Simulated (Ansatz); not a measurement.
Crystal: BiTe.

```xyz
2
Lattice="2.4227 1.3988 3.3173 -2.4227 1.3988 3.3173 0.0000 -2.7975 3.3173" Properties=species:S:1:pos:R:3 pbc="T T T"
Bi    0.0000    0.0000    4.9759
Te    0.0000    0.0000    0.0000
```

The cell comes from a database or a generator and needn't be the stable form of this composition.

```yaml
Program: Ansatz 0.2.0
Task: relaxation of cell and atoms
Functional: PBEsol
Dispersion: D3(BJ)
Potentials_or_basis: Ansatz PAW
Cutoff: "420 eV (not typed: the program's choice for these potentials)"
k_mesh: 7 × 7 × 7
Occupations: fermi-dirac, width 0.05 eV
Spin: no spin polarisation
```

At the start: volume 33.72 Å³/atom.

How do energy, volume and symmetry change on relaxing?

It ends after 6 steps and the volume is 30.12 Å³/atom (-10.7 %); space group R-3m (No. 166, to 0.05 Å).

Step by step:
```tsv
step	energy change (eV)	largest force (eV/Å)	volume (Å³)
1	0.0000	0.0000	67.45
2	-0.0790	0.0000	59.49
3	-0.0975	0.0000	61.49
4	-0.1024	0.0000	61.09
5	-0.1053	0.0000	60.25
6	-0.1042	0.0000	60.25
```

Final structure:
```
CELL_PARAMETERS angstrom
2.40333 1.38756 3.01111
-2.40333 1.38756 3.01111
0.00000 -2.77513 3.01111
ATOMIC_POSITIONS crystal
Bi 0.50000 0.50000 0.50000
Te 0.00000 0.00000 0.00000
```

Caveat: the plane-wave basis is chosen anew once the cell has moved, so the energies of steps on either side of that aren't comparable; pairwise dispersion overbinds metals, which lowers pressure and volume; the PAW data sets come from PBE, with cores solved anew for the run's functional, which leaves a small shift of forces and pressure.
